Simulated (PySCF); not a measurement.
# C7H8O+ (doublet): open-shell or spin-flip excitations

Wanted: open-shell or spin-flip excitations for C7H8O+ (doublet) (`CO[C+]1[CH]C=CC=C1`).

Programs: PySCF 2.14.0, with routines of our own; each step states its level. All values are computed. Atoms count from 0.

### Step 1. The starting structure

16 atoms, charge 1, multiplicity 2; geometry from: GFN2-xTB.

### Step 2. Open-shell or spin-flip excitations: unrestricted TDA PBE0/def2-SVPD

What the job is given:

```
{"job": {"kind": "uabs", "xc": "PBE0", "basis": "def2-SVPD", "nstates": 10, "tda": true}, "charge": 1, "multiplicity": 2}
C      2.707304    -0.223563    -0.005579
O      1.646280     0.435938    -0.651865
C      0.389572     0.235761    -0.366859
C     -0.100799    -0.662179     0.623227
C     -1.452745    -0.775882     0.820122
C     -2.355444    -0.015718     0.056150
C     -1.888323     0.872180    -0.921717
C     -0.542804     1.003514    -1.138205
H      2.648436    -1.308223    -0.144057
H      2.717220    -0.010273     1.068458
H      3.621604     0.154736    -0.462304
H      0.585433    -1.248918     1.214520
H     -1.831949    -1.455201     1.568547
H     -3.416947    -0.119102     0.226275
H     -2.590764     1.450270    -1.502268
H     -0.143673     1.675605    -1.882518
```

Level: unrestricted TDA PBE0/def2-SVPD, vertical, gas phase, core orbitals frozen in the response.

The run is started by

```sh
$ OMP_NUM_THREADS=1 python excited_run.py task.json out
```

This one command runs all jobs of the session in turn.

Log:

```text
coarse grid: 13648 points
cycle   1  E = -345.7333805349  dE =  1.571e+00  |g| = 3.045e-01  |ddm| = 1.003e+01
cycle   2  E = -345.6909203929  dE =  4.246e-02  |g| = 4.602e-01  |ddm| = 2.011e+00
cycle   3  E = -345.7748251262  dE = -8.390e-02  |g| = 6.411e-02  |ddm| = 1.355e+00
cycle   4  E = -345.7763443700  dE = -1.519e-03  |g| = 3.240e-02  |ddm| = 2.387e-01
cycle   5  E = -345.7768813085  dE = -5.369e-04  |g| = 7.773e-03  |ddm| = 1.129e-01
cycle   6  E = -345.7769367219  dE = -5.541e-05  |g| = 5.670e-03  |ddm| = 3.769e-02
cycle   7  E = -345.7769636547  dE = -2.693e-05  |g| = 2.801e-03  |ddm| = 2.323e-02
cycle   8  E = -345.7769792364  dE = -1.558e-05  |g| = 1.536e-03  |ddm| = 2.051e-02
cycle   9  E = -345.7769825599  dE = -3.323e-06  |g| = 5.020e-04  |ddm| = 8.874e-03
final grid: 132640 points
cycle  10  E = -345.8341775059  dE = -4.606e-05  |g| = 7.807e-03  |ddm| = 2.491e-01
cycle  11  E = -345.8341330213  dE =  4.448e-05  |g| = 1.326e-02  |ddm| = 7.081e-02
cycle  12  E = -345.8342029151  dE = -6.989e-05  |g| = 1.779e-03  |ddm| = 3.990e-02
cycle  13  E = -345.8342045077  dE = -1.593e-06  |g| = 3.315e-04  |ddm| = 5.203e-03
cycle  14  E = -345.8342045726  dE = -6.490e-08  |g| = 1.990e-04  |ddm| = 1.707e-03
cycle  15  E = -345.8342046113  dE = -3.875e-08  |g| = 9.569e-05  |ddm| = 7.646e-04
cycle  16  E = -345.8342046324  dE = -2.109e-08  |g| = 4.623e-05  |ddm| = 7.072e-04
cycle  17  E = -345.8342046378  dE = -5.427e-09  |g| = 2.471e-05  |ddm| = 4.452e-04
cycle  18  E = -345.8342046389  dE = -1.068e-09  |g| = 7.790e-06  |ddm| = 2.326e-04
cycle  19  E = -345.8342046389  dE = -5.309e-11  |g| = 4.111e-06  |ddm| = 4.612e-05
converged SCF energy = -345.8342046389

Static polarisability (au): isotropic 84.072, principal 46.752 79.269 126.196

<S^2> of the reference = 0.7714 (exact 0.7500)

Excitations
state   eV       nm        f      <S^2>   main configurations
  1   1.4631    847.4   0.00119   0.792   Hb->Lb 0.98
  2   3.0325    408.9   0.00000   0.791   H-2b->Lb 0.98
  3   3.3107    374.5   0.10500   0.829   H-1b->Lb 0.82, Ha->La 0.08
  4   4.0785    304.0   0.00008   0.791   H-3b->Lb 0.89
  5   4.2295    293.1   0.00007   0.789   H-4b->Lb 0.91
  6   4.4552    278.3   0.01489   1.650   H-5b->Lb 0.48, H-1a->L+1a 0.22, Hb->L+1b 0.14
  7   4.8456    255.9   0.08381   1.564   H-5b->Lb 0.32, Ha->La 0.24, H-1a->L+1a 0.18, Hb->L+1b 0.16
  8   5.3019    233.8   0.00080   1.526   H-1a->La 0.46, Ha->L+1a 0.40
  9   5.4309    228.3   0.03656   1.944   Hb->L+2b 0.39, Ha->L+1a 0.26, H-1a->La 0.15, Ha->La 0.12
 10   5.6313    220.2   0.00011   0.813   H-6b->Lb 0.94
```

Wall time 82 s (1 thread of Arm Neoverse V1, shared host); peak memory 0.8 GiB.

From this job:

```
quantity  value
    ⟨S²⟩  0.771
```

Löwdin spin populations:

C0 0.00; O1 0.24; C2 0.15; C3 0.11; C4 0.03; C5 0.29; C6 -0.02; C7 0.16; H8 0.01; H9 0.01; H10 0.00; H11 0.00; H12 0.00; H13 0.01; H14 0.00; H15 0.01

With diffuse functions Löwdin's scheme smears the spin, so small populations can have the wrong sign.

### Step 3. Open-shell or spin-flip excitations: unrestricted TDA PBE0/def2-SVPD in water

The job, as its differences from that of step 2:

```diff
@@ -1,2 +1,2 @@
-{"job": {"kind": "uabs", "xc": "PBE0", "basis": "def2-SVPD", "nstates": 10, "tda": true}, "charge": 1, "multiplicity": 2}
+{"job": {"kind": "uabs", "xc": "PBE0", "basis": "def2-SVPD", "nstates": 10, "tda": true, "solvent": "water", "pol": false}, "charge": 1, "multiplicity": 2}
 C      2.707304    -0.223563    -0.005579
```

Level: unrestricted TDA PBE0/def2-SVPD, vertical, IEF-PCM water (non-equilibrium linear response), core orbitals frozen in the response.

Log:

```text
coarse grid: 13648 points
cycle   1  E = -345.8185313420  dE =  1.486e+00  |g| = 2.936e-01  |ddm| = 1.009e+01
cycle   2  E = -345.7859199950  dE =  3.261e-02  |g| = 4.265e-01  |ddm| = 1.927e+00
cycle   3  E = -345.8569983063  dE = -7.108e-02  |g| = 5.940e-02  |ddm| = 1.212e+00
cycle   4  E = -345.8582474683  dE = -1.249e-03  |g| = 3.128e-02  |ddm| = 2.135e-01
cycle   5  E = -345.8587374823  dE = -4.900e-04  |g| = 7.322e-03  |ddm| = 1.011e-01
cycle   6  E = -345.8587926634  dE = -5.518e-05  |g| = 5.195e-03  |ddm| = 3.735e-02
cycle   7  E = -345.8588193557  dE = -2.669e-05  |g| = 2.246e-03  |ddm| = 2.104e-02
cycle   8  E = -345.8588331732  dE = -1.382e-05  |g| = 1.184e-03  |ddm| = 2.043e-02
cycle   9  E = -345.8588354163  dE = -2.243e-06  |g| = 4.597e-04  |ddm| = 7.388e-03
final grid: 132640 points
cycle  10  E = -345.9159785569  dE = -4.601e-05  |g| = 7.698e-03  |ddm| = 2.576e-01
cycle  11  E = -345.9159431822  dE =  3.537e-05  |g| = 1.249e-02  |ddm| = 6.640e-02
cycle  12  E = -345.9160037887  dE = -6.061e-05  |g| = 1.440e-03  |ddm| = 3.521e-02
cycle  13  E = -345.9160047799  dE = -9.912e-07  |g| = 2.031e-04  |ddm| = 4.139e-03
cycle  14  E = -345.9160048244  dE = -4.450e-08  |g| = 1.062e-04  |ddm| = 1.137e-03
cycle  15  E = -345.9160048466  dE = -2.213e-08  |g| = 7.297e-05  |ddm| = 6.421e-04
cycle  16  E = -345.9160048583  dE = -1.179e-08  |g| = 3.007e-05  |ddm| = 6.283e-04
cycle  17  E = -345.9160048610  dE = -2.633e-09  |g| = 2.147e-05  |ddm| = 3.251e-04
cycle  18  E = -345.9160048614  dE = -3.847e-10  |g| = 4.460e-06  |ddm| = 1.222e-04
converged SCF energy = -345.9160048614

<S^2> of the reference = 0.7717 (exact 0.7500)

Excitations
state   eV       nm        f      <S^2>   main configurations
  1   1.4656    846.0   0.00143   0.792   Hb->Lb 0.98
  2   3.0305    409.1   0.00000   0.791   H-2b->Lb 0.98
  3   3.2721    378.9   0.13197   0.824   H-1b->Lb 0.84
  4   4.0620    305.2   0.00012   0.791   H-3b->Lb 0.86, H-4b->Lb 0.11
  5   4.2150    294.1   0.00006   0.790   H-4b->Lb 0.88, H-3b->Lb 0.10
  6   4.4243    280.2   0.02179   1.540   H-5b->Lb 0.54, H-1a->L+1a 0.20, Hb->L+1b 0.12
  7   4.8056    258.0   0.09508   1.630   Ha->La 0.29, H-5b->Lb 0.24, H-1a->L+1a 0.20, Hb->L+1b 0.18
  8   5.2924    234.3   0.00184   1.458   H-1a->La 0.44, Ha->L+1a 0.42
  9   5.4147    229.0   0.04482   2.021   Hb->L+2b 0.38, Ha->L+1a 0.25, H-1a->La 0.19, Ha->La 0.10
 10   5.6198    220.6   0.00012   0.814   H-6b->Lb 0.94
```

Wall time 62 s (1 thread of Arm Neoverse V1, shared host); peak memory 0.91 GiB.

Key values:

| quantity | value |
| --- | --- |
| ⟨S²⟩ | 0.772 |

### Step 4. Open-shell or spin-flip excitations: unrestricted TDDFT wB97XD3/def2-SVPD

The job, as its differences from that of step 3:

```diff
@@ -1,2 +1,2 @@
-{"job": {"kind": "uabs", "xc": "PBE0", "basis": "def2-SVPD", "nstates": 10, "tda": true, "solvent": "water", "pol": false}, "charge": 1, "multiplicity": 2}
+{"job": {"kind": "uabs", "xc": "wB97XD3", "basis": "def2-SVPD", "nstates": 6, "tda": false, "grid": 0, "scf": {"aux": "def2-universal-jfit", "max_cycle": 62}}, "charge": 1, "multiplicity": 2}
 C      2.707304    -0.223563    -0.005579
```

Level: unrestricted TDDFT wB97XD3/def2-SVPD, vertical, gas phase, core orbitals frozen in the response.

Log:

```text
final grid: 13648 points
cycle   1  E = -345.9992882160  dE =  1.996e+00  |g| = 3.709e-01  |ddm| = 9.171e+00
cycle   2  E = -346.0210480388  dE = -2.176e-02  |g| = 3.745e-01  |ddm| = 2.018e+00
cycle   3  E = -346.0725737302  dE = -5.153e-02  |g| = 6.309e-02  |ddm| = 1.447e+00
cycle   4  E = -346.0743716652  dE = -1.798e-03  |g| = 2.717e-02  |ddm| = 3.030e-01
cycle   5  E = -346.0748692877  dE = -4.976e-04  |g| = 8.807e-03  |ddm| = 1.101e-01
cycle   6  E = -346.0749848954  dE = -1.156e-04  |g| = 5.492e-03  |ddm| = 3.685e-02
cycle   7  E = -346.0750597784  dE = -7.488e-05  |g| = 3.227e-03  |ddm| = 2.629e-02
cycle   8  E = -346.0750993008  dE = -3.952e-05  |g| = 1.756e-03  |ddm| = 1.964e-02
cycle   9  E = -346.0751116355  dE = -1.233e-05  |g| = 9.312e-04  |ddm| = 1.340e-02
cycle  10  E = -346.0751155918  dE = -3.956e-06  |g| = 5.164e-04  |ddm| = 6.773e-03
cycle  11  E = -346.0751170206  dE = -1.429e-06  |g| = 1.842e-04  |ddm| = 5.557e-03
cycle  12  E = -346.0751171446  dE = -1.240e-07  |g| = 1.482e-04  |ddm| = 1.497e-03
cycle  13  E = -346.0751171947  dE = -5.006e-08  |g| = 8.423e-05  |ddm| = 7.017e-04
cycle  14  E = -346.0751172278  dE = -3.309e-08  |g| = 6.291e-05  |ddm| = 4.834e-04
cycle  15  E = -346.0751172553  dE = -2.754e-08  |g| = 4.291e-05  |ddm| = 5.979e-04
cycle  16  E = -346.0751172682  dE = -1.287e-08  |g| = 2.864e-05  |ddm| = 4.051e-04
cycle  17  E = -346.0751172751  dE = -6.885e-09  |g| = 1.917e-05  |ddm| = 3.646e-04
cycle  18  E = -346.0751172771  dE = -2.068e-09  |g| = 1.199e-05  |ddm| = 1.567e-04
cycle  19  E = -346.0751172784  dE = -1.308e-09  |g| = 7.042e-06  |ddm| = 1.895e-04
cycle  20  E = -346.0751172787  dE = -2.419e-10  |g| = 3.273e-06  |ddm| = 6.642e-05
converged SCF energy = -346.0751172787

Static polarisability (au): isotropic 83.822, principal 47.701 79.170 124.596

<S^2> of the reference = 0.7828 (exact 0.7500)

Excitations
state   eV       nm        f      <S^2>   main configurations
  1   1.4106    878.9   0.00093   0.827   Hb->Lb 0.98
  2   3.3007    375.6   0.10090   0.979   H-1b->Lb 0.79
  3   3.3436    370.8   0.00038   0.822   H-2b->Lb 0.93
  4   4.3903    282.4   0.00032   2.087   H-1a->L+1a 0.35, Hb->L+1b 0.22, Ha->La 0.16, H-5b->Lb 0.09
  5   4.4854    276.4   0.00020   0.824   H-4b->Lb 0.56, H-3b->Lb 0.39
  6   4.6361    267.4   0.00006   0.835   H-3b->Lb 0.48, H-4b->Lb 0.40
```

Wall time 41 s (1 thread of Arm Neoverse V1, shared host); peak memory 0.82 GiB.

A normal end doesn't make this result sound: the fitting basis def2-universal-jfit is not made for Coulomb and exchange fitting here; grid level 0 is too coarse.

### Step 5. What came out

| quantity | value |
| --- | --- |
| lowest and brightest state of nearly pure spin, of 10 (step 2, unrestricted TDA PBE0/def2-SVPD) | 1.46 eV; 3.31 eV, f = 0.105 |
| lowest and brightest state of nearly pure spin, of 10 (step 3, unrestricted TDA PBE0/def2-SVPD in water) | 1.47 eV; 3.27 eV, f = 0.132 |
| runs | 0 failed, 1 ended on unsound input |

States whose ⟨S²⟩ lies well above the reference's are mixtures of spin states, an artefact of the unrestricted response, and are left out of the summary. The lowest state of nearly pure spin runs from 1.46 to 1.47 eV over the runs.
